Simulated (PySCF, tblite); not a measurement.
# C₅H₁₁BF₂Si: geometry, infrared bands and NMR shifts

What infrared bands and NMR shifts should C₅H₁₁BF₂Si (`CCC1(B(F)F)C[SiH2]C1`) show?

Programs: tblite 0.8.0 and PySCF 2.14.0, with density-fitted response routines of our own. Each step states its level of theory. These are calculated values for one molecule in the gas phase, unless marked as measured. Atoms are numbered from 0 throughout.

## (1) Starting geometry

20 atoms, charge 0, multiplicity 1; geometry from: force field or distance geometry start.

Bonds of the start (Å): C0–C1 1.54, C1–C2 1.49, C2–B3 1.59, B3–F4 1.48, B3–F5 1.46, C2–C6 1.51, C6–Si7 1.83, Si7–C8 1.87, C8–C2 1.49, C0–H9 1.10, C0–H10 1.10, C0–H11 1.11, C1–H12 1.13, C1–H13 1.09, C6–H14 1.11, C6–H15 1.11, Si7–H16 1.46, Si7–H17 1.46, C8–H18 1.12, C8–H19 1.09.

## (2) Relaxing the molecule with GFN2-xTB

The job: settings as JSON, then the geometry in Å.

```
{"job": {"kind": "relax", "xc": "GFN2-xTB", "basis": "xTB"}, "charge": 0, "multiplicity": 1}
C      2.355100    -0.028600     0.291700
C      1.160900    -0.910500    -0.131200
C     -0.118200    -0.206800     0.156600
B     -0.256200     0.142400     1.702800
F     -0.461500    -1.055200     2.549900
F     -1.120500     1.257900     2.080600
C     -0.234400     0.986800    -0.765600
Si    -2.039800     0.779300    -1.007200
C     -1.391100    -0.833200    -0.307100
H      2.634200     0.659500    -0.522600
H      3.215900    -0.684400     0.488100
H      2.113800     0.541000     1.215400
H      1.236500    -1.821400     0.538700
H      1.225500    -1.143300    -1.192000
H      0.299500     0.764000    -1.713900
H      0.129000     1.950000    -0.352600
H     -2.823400     1.594500    -0.079100
H     -2.482200     0.732700    -2.401600
H     -2.096400    -1.107300     0.523200
H     -1.351900    -1.606600    -1.077100
```

Run with:

```sh
$ OMP_NUM_THREADS=1 python probes_run.py task.json out
```

One launch serves the whole session: the jobs run in the order shown.

**Question.** This job is followed by: GFN2-xTB harmonic vibrations, gas phase; GIAO PBE0/pcSseg-1 NMR shielding, non-relativistic, gas phase. What will the session give for the following? strongest single infrared mode (GFN2-xTB); zero-point energy (GFN2-xTB); ¹³C shifts against TMS (PBE0/pcSseg-1, means over atoms taken as alike); ¹H shifts against TMS (PBE0/pcSseg-1, means over atoms taken as alike); ¹¹B shifts against BF3·OEt2 (PBE0/pcSseg-1); ¹⁹F shifts against CFCl3 (PBE0/pcSseg-1, means over atoms taken as alike); ²⁹Si shifts against TMS (PBE0/pcSseg-1).

The runs gave:

| quantity | value |
| --- | --- |
| strongest single infrared mode (GFN2-xTB) | 2261 cm⁻¹, 381 km/mol |
| zero-point energy (GFN2-xTB) | 95.5 kcal/mol |
| ¹³C shifts against TMS (PBE0/pcSseg-1, means over atoms taken as alike) | 40.6, 30.9, 18.5, 13.7 ppm |
| ¹H shifts against TMS (PBE0/pcSseg-1, means over atoms taken as alike) | 4.84, 4.79, 1.63, 1.54, 1.21, 0.95 ppm |
| ¹¹B shifts against BF3·OEt2 (PBE0/pcSseg-1) | 28.5 ppm |
| ¹⁹F shifts against CFCl3 (PBE0/pcSseg-1, means over atoms taken as alike) | -81.5 ppm |
| ²⁹Si shifts against TMS (PBE0/pcSseg-1) | -43.7 ppm |

What this shows: The optimisation took 90 steps and gained 1.666 eV; among the close pairs (by a distance rule), B3–F4 changed most, from 1.481 to 1.321 Å. No mode is imaginary among the 54: a minimum at this level. The strongest single mode, at 2261 cm⁻¹, moves mainly H17. Unscaled tight-binding wavenumbers are off by several per cent, some by more. Its intensities can rank the bands wrongly. At PBE0/pcSseg-1: The widest tensor belongs to F4, F5: span 285 ppm, with a paramagnetic part of -217 ppm.
